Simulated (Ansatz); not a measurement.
# C₄H₁₂GaN: vertical ionisation energy

The task here is to estimate one member of a computed series from the others.

Computed with Ansatz 0.2.0, Gaussian basis. Level: unrestricted cation, the program's frozen cores in correlated methods.

Plan: UKS PBE-D4/def2-TZVPP; UKS r2SCAN-D4/def2-TZVPP; UKS PBE0-D4/def2-TZVPP; UKS B3LYP-D4/def2-TZVPP; UKS wB97X-V/def2-TZVPP; UKS wB97M-V/def2-TZVPP; UKS B2PLYP/def2-TZVPP; UHF-CCSD(T)/def2-TZVPP; UHF-MP2/def2-QZVPP; extrapolation to the limit; then −ε(HOMO) from the neutral's earlier runs with LDA (SPW92), PBE-D4, revPBE-D4, BLYP-D4, r2SCAN-D4, B97M-V, PBE0-D4, B3LYP-D4, r2SCANh-D4, r2SCAN0-D4, HSE06-D4, BHLYP-D4, CAM-B3LYP-D4, LC-ωPBE, ωB97X-V, ωB97M-V.

**Structure used throughout**

The geometry comes from an earlier relaxation with PBE0-D4 in a triple-zeta def2 set; it is a stationary point, not always the lowest conformer.

SMILES `CC[N](C)[GaH][CH3]`, 18 atoms, charge 0, spin multiplicity 1.

Atoms are counted from 1 here; the program's logs count them from 0.

Bond lengths: C1–C2 1.523 Å, C1–H7 1.093 Å, C1–H8 1.093 Å, C1–H9 1.092 Å, C2–N3 1.445 Å, C2–H10 1.095 Å, C2–H11 1.102 Å, N3–C4 1.441 Å, N3–Ga5 1.828 Å, C4–H12 1.098 Å, C4–H13 1.100 Å, C4–H14 1.092 Å, Ga5–C6 1.964 Å, Ga5–H15 1.567 Å, C6–H16 1.093 Å, C6–H17 1.093 Å, C6–H18 1.091 Å. Angles: C2–C1–H7 110.6°, C2–C1–H8 110.5°, C2–C1–H9 111.8°, H7–C1–H8 108.3°, H7–C1–H9 107.5°, H8–C1–H9 108.0°, C1–C2–N3 114.4°, C1–C2–H10 108.8°, C1–C2–H11 108.9°, N3–C2–H10 108.7°, N3–C2–H11 109.5°, H10–C2–H11 106.2°, C2–N3–C4 114.3°, C2–N3–Ga5 122.7°, C4–N3–Ga5 123.0°, N3–C4–H12 112.9°, N3–C4–H13 111.3°, N3–C4–H14 110.3° and more.

Set-up of the first run:

in.yaml

```yaml
crystal:
  periodic: [false, false, false]
  atoms:
    - {symbol: C, position_ang: [-1.279354, -1.510866, 0.814546]}
    - {symbol: C, position_ang: [-0.050192, -0.624010, 0.961355]}
    - {symbol: N, position_ang: [0.592381, -0.281746, -0.286826]}
    - {symbol: C, position_ang: [1.280119, -1.378172, -0.920394]}
    - {symbol: Ga, position_ang: [0.534347, 1.400469, -0.998728]}
    - {symbol: C, position_ang: [-0.443262, 2.775587, 0.006961]}
    - {symbol: H, position_ang: [-1.720325, -1.721613, 1.792423]}
    - {symbol: H, position_ang: [-2.034783, -1.019454, 0.195977]}
    - {symbol: H, position_ang: [-1.034708, -2.468600, 0.350372]}
    - {symbol: H, position_ang: [-0.341196, 0.299719, 1.471246]}
    - {symbol: H, position_ang: [0.674935, -1.124779, 1.622690]}
    - {symbol: H, position_ang: [0.603524, -2.187254, -1.226557]}
    - {symbol: H, position_ang: [2.031541, -1.820476, -0.249200]}
    - {symbol: H, position_ang: [1.798030, -1.031914, -1.817267]}
    - {symbol: H, position_ang: [1.298217, 1.561814, -2.356986]}
    - {symbol: H, position_ang: [-1.469679, 2.456176, 0.203011]}
    - {symbol: H, position_ang: [0.035262, 2.954187, 0.973644]}
    - {symbol: H, position_ang: [-0.474856, 3.720952, -0.536267]}
basis:
  gaussian: {orbitals: def2-TZVPP}
total_charge: 1
magnetization: {spin_polarized: true, initial_magnetization: 1}
hamiltonian: {xc: pbe, dispersion: d4}
```

Started as:

```sh
$ ansatz run in.yaml --threads 2 --pin off --events-out ev --progress --plain --max-ram 32768MiB --backend cuda --devices 0, --max-vram 18GiB
```

Steps of the session up to this table: Cation, UKS PBE-D4/def2-TZVPP; Cation, UKS r2SCAN-D4/def2-TZVPP; Cation, UKS PBE0-D4/def2-TZVPP; Cation, UKS B3LYP-D4/def2-TZVPP; Cation, UKS wB97X-V/def2-TZVPP; Cation, UKS wB97M-V/def2-TZVPP; Cation, UKS B2PLYP (frozen core)/def2-TZVPP; Cation, UHF-CCSD(T)/def2-TZVPP; Cation, UHF-MP2/def2-QZVPP.

One table of the session follows, with a row left open; its other results are not shown here.

It belongs to the step «Ionisation energies side by side». Orbital estimates, from the neutral's runs:

| functional | −ε(HOMO) (eV) |
| --- | --- |
| LDA (SPW92) | 5.13 |
| PBE-D4 | 4.97 |
| revPBE-D4 | 4.90 |
| BLYP-D4 | 4.87 |
| r2SCAN-D4 | ? |
| B97M-V | 5.29 |
| PBE0-D4 | 6.14 |
| B3LYP-D4 | 5.96 |
| r2SCANh-D4 | 5.60 |
| r2SCAN0-D4 | 6.29 |
| HSE06-D4 | 5.74 |
| BHLYP-D4 | 7.28 |
| CAM-B3LYP-D4 | 7.49 |
| LC-ωPBE | 8.78 |
| ωB97X-V | 8.48 |
| ωB97M-V | 8.41 |

**Question.** Estimate the row for r2SCAN-D4.

Worked estimate for «−ε(HOMO) (eV)». Against the share of exact exchange, r2SCANh-D4 (0.1, 5.60), r2SCAN0-D4 (0.25, 6.29) give a slope of 4.60 per unit share; at 0 the line stands at 5.14.

**Answer.** −ε(HOMO) (eV): 5.16. In «−ε(HOMO) (eV)» the line misses by -0.02.
